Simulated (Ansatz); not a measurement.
**LiCl: a single-point run**

Wanted: a converged single-point run for LiCl, and a check of what comes out. The structure is shown as the input types it.

Program: Ansatz 0.2.0. Level of theory: density functional or hybrid calculation with the settings of its input, plane waves (as first typed). These are calculated values, not measurements.

3 further runs of the same task are left out: 1 for a known fault of the program, 2 that didn't finish.

## Step 1: Starting point

The structure is cubic, space group Fm-3m (No. 225). The conventional cell has a = 5.112 Å, b = 5.112 Å, c = 5.112 Å, α = 90.00°, β = 90.00°, γ = 90.00°. Around Li (site symmetry m-3m) lie 6 Cl at 2.56 Å. Cl (site symmetry m-3m) has 6 Li at 2.56 Å as nearest neighbours.

Coordinates:

```xyz
2
Lattice="0.0000 2.5560 2.5560 2.5560 0.0000 2.5560 2.5560 2.5560 0.0000" Properties=species:S:1:pos:R:3 pbc="T T T"
Li    0.0000    0.0000    0.0000
Cl    2.5560    2.5560    2.5560
```

## Step 2: Input and run

File input.yaml:

```yaml
crystal:
  lattice:
    - [0.0, 2.5560369926, 2.5560369926]
    - [2.5560369926, 0.0, 2.5560369926]
    - [2.5560369926, 2.5560369926, 0.0]
  atoms:
    - { symbol: Li, position: [0.0, 0.0, 0.0] }
    - { symbol: Cl, position: [0.5, 0.5, 0.5] }
kpoints:
  mp_grid: { grid: [6, 6, 6] }
hamiltonian:
  xc: pbesol
scf:
  occupations: { method: fixed }
  n_extra_bands: 4
  convergence: { dr2_threshold: 1.0 }
  max_iter: 70
output:
  forces: true
  stress: true
  eigenvalues: true
```

Run with:

```console
ansatz run input.yaml --threads 4 --pin off --max-ram 3686MiB --backend cpu --events-out ev --progress --plain --runs-dir out
```

**Question.** How will this run end, and is anything wrong with its input?

The program finished normally, with warnings (force scf threshold loose, stress scf threshold loose). Its log warns: «scf.convergence.dr2_threshold = 1e0 eV is looser than this run's default, which is 1e-7 eV or tighter. The error in the forces grows as the threshold's square root ...»

The threshold asked is loose, but the program put off the close and ended at dr2 = 2.4e-7, so little accuracy was lost here.

Run again and compare: delete scf.convergence.dr2_threshold (the default then holds).
